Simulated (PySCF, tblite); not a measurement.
**C₅H₁₂Si: geometry, infrared bands and NMR shifts**

What infrared bands and NMR shifts should C₅H₁₂Si (`C=C[SiH2]CCC`) show?

The runs use tblite 0.8.0 and PySCF 2.14.0, with density-fitted response routines of our own; the level of theory stands in each step. All values are computed, except where a source is named. Atoms are numbered from 0 throughout.

### Step 1. The molecule as given

18 atoms, charge 0, multiplicity 1; geometry from: force field or distance geometry start.

Bonds of the start (Å): C0–C1 1.34, C1–Si2 1.85, Si2–C3 1.89, C3–C4 1.51, C4–C5 1.51, C0–H6 1.09, C0–H7 1.08, C1–H8 1.10, Si2–H9 1.48, Si2–H10 1.46, C3–H11 1.11, C3–H12 1.10, C4–H13 1.11, C4–H14 1.10, C5–H15 1.10, C5–H16 1.12, C5–H17 1.09.

### Step 2. Optimising the geometry with GFN2-xTB

Job settings and geometry (Å):

```
{"job": {"kind": "relax", "xc": "GFN2-xTB", "basis": "xTB"}, "charge": 0, "multiplicity": 1}
C      3.425500    -0.309600    -0.489800
C      2.270100    -0.763600     0.006100
Si     1.075600     0.453800     0.710900
C     -0.506200     0.239100    -0.299200
C     -1.659900     0.113400     0.667100
C     -2.903700    -0.064700    -0.167200
H      3.676600     0.750700    -0.519900
H      4.127100    -1.023400    -0.888200
H      2.028900    -1.834500     0.039700
H      0.794000     0.160800     2.137000
H      1.645700     1.790100     0.532900
H     -0.408900    -0.682400    -0.914100
H     -0.599400     1.168100    -0.885400
H     -1.726900     1.090800     1.198000
H     -1.583400    -0.703000     1.394600
H     -2.700500    -0.071200    -1.245400
H     -3.362500    -1.061100     0.051200
H     -3.601100     0.752900     0.035300
```

Run with:

```sh
OMP_NUM_THREADS=1 python probes_run.py task.json out
```

One launch serves the whole session: the jobs run in the order shown.

**Question.** This job is followed by: GFN2-xTB harmonic vibrations, gas phase; GIAO PBE0/pcSseg-1 NMR shielding, non-relativistic, gas phase. Predict these results of the whole session: strongest single infrared mode (GFN2-xTB); zero-point energy (GFN2-xTB); 13C shifts against TMS (PBE0/pcSseg-1); 1H shifts against TMS (PBE0/pcSseg-1, means over atoms taken as alike); 29Si shifts against TMS (PBE0/pcSseg-1).

The runs gave:

```
                                                              quantity                                         value
                             strongest single infrared mode (GFN2-xTB)                         2192 cm⁻¹, 376 km/mol
                                          zero-point energy (GFN2-xTB)                                 94.4 kcal/mol
                                13C shifts against TMS (PBE0/pcSseg-1)            142.3, 142.1, 23.0, 21.4, 18.6 ppm
1H shifts against TMS (PBE0/pcSseg-1, means over atoms taken as alike)  6.44, 6.35, 6.22, 4.32, 1.35, 1.14, 0.74 ppm
                               29Si shifts against TMS (PBE0/pcSseg-1)                                     -37.1 ppm
```

Over 133 steps the energy fell by 0.540 eV; of the close pairs, C1–Si2 changed most, 1.845 to 1.883 Å. All 48 modes are real, so the xTB geometry is a minimum. The strongest single mode, at 2192 cm⁻¹, moves mainly H9. Unscaled tight-binding wavenumbers are off by several per cent, some by more. Its intensities can rank the bands wrongly. The most deshielded carbon is C1 (alkene CH), at 142.3 ppm: the olefinic region. H8 (hydrogen on an alkene CH) lies farthest downfield among hydrogen, at 6.44 ppm; olefinic region.
